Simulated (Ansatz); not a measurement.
# Ge: the cost of one run

Computed with Ansatz 0.2.0 (DFT PBEsol, scalar-relativistic, plane waves, PAW, unless a step's input says otherwise).

3 further runs of the same task are left out: 3 set aside as unsound or not needed. Runs told in other sessions of the task aren't counted.

## (1) The starting structure

It takes space group P4_32_12 (No. 96, tetragonal). Conventional cell: a = 5.925 Å, b = 5.925 Å, c = 6.971 Å, α = 90.00°, β = 90.00°, γ = 90.00°. Ge (site symmetry 2) has 4 Ge at 2.48 to 2.49 Å in its first shell of neighbours. Ge (site symmetry 1) has 4 Ge at 2.48 to 2.51 Å in its first shell of neighbours.

As a file:

```cif
data_structure
_symmetry_space_group_name_H-M 'P4_32_12'
_symmetry_Int_Tables_number 96
_cell_length_a 5.9247
_cell_length_b 5.9247
_cell_length_c 6.9712
_cell_angle_alpha 90.000
_cell_angle_beta 90.000
_cell_angle_gamma 90.000
_cell_volume 244.70
loop_
_atom_site_label
_atom_site_type_symbol
_atom_site_symmetry_multiplicity
_atom_site_Wyckoff_symbol
_atom_site_fract_x
_atom_site_fract_y
_atom_site_fract_z
_atom_site_occupancy
Ge1 Ge 4 a 0.08868 0.08868 0.00000 1
Ge2 Ge 8 b 0.17165 0.36943 0.25679 1
```

This cell was relaxed beforehand with the same method: volume 20.39 Å³/atom, gap on the mesh 0.45 eV.

## (2) Volume × 0.97

Contents of input.yaml:

```yaml
crystal:
  lattice:
    - [5.8648621056, 0.0, 0.0]
    - [0.0, 5.8648621056, 0.0]
    - [0.0, 0.0, 6.9007364568]
  atoms:
    - { symbol: Ge, position: [0.0886848373, 0.0886848373, 0.0] }
    - { symbol: Ge, position: [0.4113151627, 0.5886848373, 0.75] }
    - { symbol: Ge, position: [0.9113151627, 0.9113151627, 0.5] }
    - { symbol: Ge, position: [0.5886848373, 0.4113151627, 0.25] }
    - { symbol: Ge, position: [0.1716473509, 0.3694250639, 0.2567869259] }
    - { symbol: Ge, position: [0.1305749361, 0.6716473509, 0.0067869259] }
    - { symbol: Ge, position: [0.8283526491, 0.6305749361, 0.7567869259] }
    - { symbol: Ge, position: [0.8694250639, 0.3283526491, 0.5067869259] }
    - { symbol: Ge, position: [0.6716473509, 0.1305749361, -0.0067869259] }
    - { symbol: Ge, position: [0.6305749361, 0.8283526491, 0.2432130741] }
    - { symbol: Ge, position: [0.3283526491, 0.8694250639, 0.4932130741] }
    - { symbol: Ge, position: [0.3694250639, 0.1716473509, 0.7432130741] }
basis:
  ecutwfc: 420
kpoints:
  mp_grid: { grid: [6, 6, 6] }
hamiltonian:
  xc: pbesol
scf:
  occupations: { method: gaussian, width: 0.02 }
output:
  forces: true
  stress: true
  eigenvalues: true
relax:
  adjacent_minimum: "off"
  f_tol: 0.01
  max_steps: 30
  cell: { stress_tol: 0.1, fix: [volume] }
```

Command:

```sh
$ ansatz run input.yaml --threads 4 --pin off --max-ram 10240MiB --backend cpu --events-out ev --progress --plain --runs-dir out
```

**Question.** How long does this run take on 4 threads of Oxide Virtual Turin-like (Zen 5), shared host, and how much memory does it need?

About 78 s, with a peak of 1.3 GiB.
